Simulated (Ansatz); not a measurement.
# MoHO (doublet): B2PLYP over vertical spin and charge gaps, def2-QZVPP

Aim: run MoHO (doublet) with these functionals over vertical spin and charge gaps, and hold them against the top wave-function level at the same points.

Method: def2-QZVPP, all electrons in the functionals, frozen cores in the correlation of double hybrids and RPA; program: Ansatz 0.2.0, Gaussian basis.

To be run: B2PLYP, at charge 0, doublet; charge 0, quartet; charge 1, singlet; charge 1, triplet.

2 further runs of the same task are left out: 2 set aside as unsound or not needed. Runs told in other sessions of the task aren't counted.

## (1) What is computed

The geometry is a PBE0/def2-TZVP stationary point (not a proven minimum). No spin-orbit coupling is included. Elements past krypton take def2 core potentials.

3 atoms, charge 0, spin multiplicity 2.

Atoms are counted from 1 here; the program's logs count them from 0.

Bond lengths: Mo1–O2 1.645 Å, Mo1–H3 1.722 Å. Angles: O2–Mo1–H3 112.1°.

No dispersion term is added.

The geometry shown and the zero of energy belong to the point charge 0, doublet. The yardstick, UCCSD(T), and other wave-function levels (R restricted, U unrestricted, valence and pair active spaces) come from earlier runs.

## (2) B2PLYP, charge 0, doublet

Input file in.yaml:

```yaml
crystal:
  periodic: [false, false, false]
  atoms:
    - {symbol: Mo, position_ang: [0.000000, -0.033589, 0.225249]}
    - {symbol: O, position_ang: [0.000000, 0.106921, -1.414198]}
    - {symbol: H, position_ang: [0.000000, 1.499931, 1.007894]}
basis:
  gaussian: {orbitals: "def2-QZVPP.json"}
magnetization: {spin_polarized: true, initial_magnetization: 1}
hamiltonian: {xc: {name: B2PLYP}}
correlation: {electrons: outside_noble_gas}
```

Run with:

```console
ansatz run in.yaml --threads 2 --pin off --events-out ev --progress --plain --max-ram 24576MiB --backend cuda --devices 0, --max-vram 18GiB
```

The program printed:

```text
Functional definition: B2PLYP
  name "B2PLYP"
  cite "Grimme, J. Chem. Phys. 124, 034108 (2006) doi:10.1063/1.2148954"
  cite "Becke, Phys. Rev. A 38, 3098 (1988) doi:10.1103/PhysRevA.38.3098"
  cite "Lee, Yang & Parr, Phys. Rev. B 37, 785 (1988) doi:10.1103/PhysRevB.37.785"
  parameter a = 0.53
  parameter c = 0.27
  exchange = (1 - a)*b88_x + a*exact_x
  correlation = (1 - c)*lyp_c + c*(mp2_os + mp2_ss)
1094 factors; integrals over basis functions are off by at most 6.8e-4 eV
mean field evaluation 1: about -3902.9566 eV, gradient 3.8e1 eV
mean field evaluation 2: about -3903.0286 eV, gradient 3.8e1 eV
mean field evaluation 4: about -3907.7466 eV, gradient 9.1e0 eV
mean field evaluation 8: about -3908.1302 eV, gradient 9.1e-1 eV
mean field evaluation 16: about -3908.1737 eV, gradient 9.8e-2 eV
mean field evaluation 32: about -3908.3980 eV, gradient 2.8e-1 eV
mean field evaluation 64: about -3908.3986 eV, gradient 1.5e-1 eV
mean field evaluation 96: about -3908.3176 eV, gradient 6.4e-1 eV
mean field evaluation 128: about -3908.3240 eV, gradient 3.5e0 eV
mean field -3908.40446711 eV, -143.6312149548 hartree, gradient 7.9e-6 eV, S^2 1.500565; 10 other end points of the search recorded, 0 dependent functions left out
5 core orbitals not correlated: weight in the atoms' cores, before any rotation towards them, 0.980 or more for the frozen orbitals, at most 0.017 for the correlated occupied ones
reference -3908.40460133 eV, -143.6312198871 hartree; 7, 6 occupied and 156, 157 virtual orbitals, 1094 factors
second order -16.84323466 eV of doubles, -0.00000000 eV of singles
Total energy: -3912.95227469 eV, -143.7983438005 hartree
```

Run time: 20 s. Hardware: 1 × H100 (card shared with other runs) with 2 threads of AMD EPYC 7R13, shared host; peak host memory 0.91 GiB.

From the report: ⟨S²⟩ of the determinant 1.501 (pure doublet: 0.75). The determinant of B2PLYP (⟨S²⟩ 1.50) is far from a pure spin state, so its energy mixes those of several spin states; that is harmless only where they are near-degenerate.

## (3) B2PLYP, charge 0, quartet

Edit in.yaml of step 2 so:

```diff
@@ -8,3 +8,3 @@
   gaussian: {orbitals: "def2-QZVPP.json"}
-magnetization: {spin_polarized: true, initial_magnetization: 1}
+magnetization: {spin_polarized: true, initial_magnetization: 3}
 hamiltonian: {xc: {name: B2PLYP}}
```

Same command.

The program printed, shortened:

```text
Functional definition: B2PLYP
  name "B2PLYP"
  cite "Grimme, J. Chem. Phys. 124, 034108 (2006) doi:10.1063/1.2148954"
  cite "Becke, Phys. Rev. A 38, 3098 (1988) doi:10.1103/PhysRevA.38.3098"
  cite "Lee, Yang & Parr, Phys. Rev. B 37, 785 (1988) doi:10.1103/PhysRevB.37.785"
[...]
1094 factors; integrals over basis functions are off by at most 6.8e-4 eV
[...]
mean field -3908.90461362 eV, -143.6495949997 hartree, gradient 6.1e-6 eV, S^2 3.790299; 2 other end points of the search recorded, 0 dependent functions left out
5 core orbitals not correlated: weight in the atoms' cores, before any rotation towards them, 0.976 or more for the frozen orbitals, at most 0.020 for the correlated occupied ones
reference -3908.90474918 eV, -143.6495999814 hartree; 8, 5 occupied and 155, 158 virtual orbitals, 1094 factors
second order -16.11893390 eV of doubles, -0.00000000 eV of singles
Total energy: -3913.25686133 eV, -143.8095371531 hartree
```

It took 26 s on 1 × H100 (card shared with other runs) with 2 threads of AMD EPYC 7R13, shared host; peak host memory 0.89 GiB.

From the report: ⟨S²⟩ of the determinant 3.790 (pure quartet: 3.75).

From charge 0, doublet: -0.305 eV.

## (4) B2PLYP, charge 1, singlet

Edit in.yaml of step 3 so:

```diff
@@ -8,3 +8,4 @@
   gaussian: {orbitals: "def2-QZVPP.json"}
-magnetization: {spin_polarized: true, initial_magnetization: 3}
+total_charge: 1
+magnetization: {spin_polarized: true, initial_magnetization: 0}
 hamiltonian: {xc: {name: B2PLYP}}
```

Same command.

The program printed, shortened:

```text
Functional definition: B2PLYP
  name "B2PLYP"
  cite "Grimme, J. Chem. Phys. 124, 034108 (2006) doi:10.1063/1.2148954"
  cite "Becke, Phys. Rev. A 38, 3098 (1988) doi:10.1103/PhysRevA.38.3098"
  cite "Lee, Yang & Parr, Phys. Rev. B 37, 785 (1988) doi:10.1103/PhysRevB.37.785"
[...]
1094 factors; integrals over basis functions are off by at most 6.8e-4 eV
[...]
mean field -3900.73294849 eV, -143.3492918451 hartree, gradient 1.3e-6 eV, S^2 0.956700; 7 other end points of the search recorded, 0 dependent functions left out
5 core orbitals not correlated: weight in the atoms' cores, before any rotation towards them, 0.981 or more for the frozen orbitals, at most 0.015 for the correlated occupied ones
reference -3900.73307581 eV, -143.3492965242 hartree; 6, 6 occupied and 157, 157 virtual orbitals, 1094 factors
second order -17.14143102 eV of doubles, -0.00000000 eV of singles
Total energy: -3905.36126219 eV, -143.5193792364 hartree
```

Wall time 23 s (1 × H100 (card shared with other runs) with 2 threads of AMD EPYC 7R13, shared host); peak host memory 0.91 GiB.

From the report: ⟨S²⟩ of the determinant 0.957 (pure singlet: 0.00). The determinant of B2PLYP (⟨S²⟩ 0.96) is far from a pure spin state, so its energy mixes those of several spin states; that is harmless only where they are near-degenerate.

From charge 0, doublet: +7.591 eV.

## (5) B2PLYP, charge 1, triplet

Edit in.yaml of step 4 so:

```diff
@@ -9,3 +9,3 @@
 total_charge: 1
-magnetization: {spin_polarized: true, initial_magnetization: 0}
+magnetization: {spin_polarized: true, initial_magnetization: 2}
 hamiltonian: {xc: {name: B2PLYP}}
```

Same command.

The program printed, shortened:

```text
Functional definition: B2PLYP
  name "B2PLYP"
  cite "Grimme, J. Chem. Phys. 124, 034108 (2006) doi:10.1063/1.2148954"
  cite "Becke, Phys. Rev. A 38, 3098 (1988) doi:10.1103/PhysRevA.38.3098"
  cite "Lee, Yang & Parr, Phys. Rev. B 37, 785 (1988) doi:10.1103/PhysRevB.37.785"
[...]
1094 factors; integrals over basis functions are off by at most 6.8e-4 eV
[...]
mean field -3901.01096028 eV, -143.3595085900 hartree, gradient 6.3e-6 eV, S^2 2.083869; 4 other end points of the search recorded, 0 dependent functions left out
5 core orbitals not correlated: weight in the atoms' cores, before any rotation towards them, 0.978 or more for the frozen orbitals, at most 0.018 for the correlated occupied ones
reference -3901.01108816 eV, -143.3595132894 hartree; 7, 5 occupied and 156, 158 virtual orbitals, 1094 factors
second order -16.70301309 eV of doubles, -0.00000000 eV of singles
Total energy: -3905.52090169 eV, -143.5252458800 hartree
```

It took 23 s on 1 × H100 (card shared with other runs) with 2 threads of AMD EPYC 7R13, shared host; peak host memory 0.9 GiB.

From the report: ⟨S²⟩ of the determinant 2.084 (pure triplet: 2.00).

From charge 0, doublet: +7.431 eV.

## (6) Against the wave-function levels

No level is safe as a reference over these points; UCCSD(T) serves as a yardstick only. It comes from earlier runs at the same points. Energies in eV, counted from charge 0, doublet; blanks weren't run or aren't comparable.

```
   level  doublet to quartet  ionisation to the singlet cation  ionisation to the triplet cation
UCCSD(T)              -0.325                                                               7.485
  B2PLYP              -0.305                             7.591                             7.431
```

Largest miss and mean time a point (UCCSD(T) took 96 s a point; shared hosts):

```
 level  largest miss (eV)                             where  time a point
B2PLYP             -0.054  ionisation to the triplet cation          23 s
```

## (7) Outcome

| quantity | value |
| --- | --- |
| doublet to quartet, UCCSD(T) | -0.325 eV |
| ionisation to the triplet cation, UCCSD(T) | 7.485 eV |
| largest miss, B2PLYP | -0.054 eV (ionisation to the triplet cation) |

**Reading.** Misses are known at 2 of 3 points at best, and only functionals with that many are ranked. B2PLYP strays by up to 0.054 eV, at ionisation to the triplet cation. B2PLYP clearly breaks the spin symmetry at some points (⟨S²⟩ up to 0.96 above the pure value), so energy there is bought with a mixed spin. Functionals and the yardstick converge differently with the basis, so part of each miss in def2-QZVPP is the basis. The yardstick itself may be off where one determinant is a poor start.
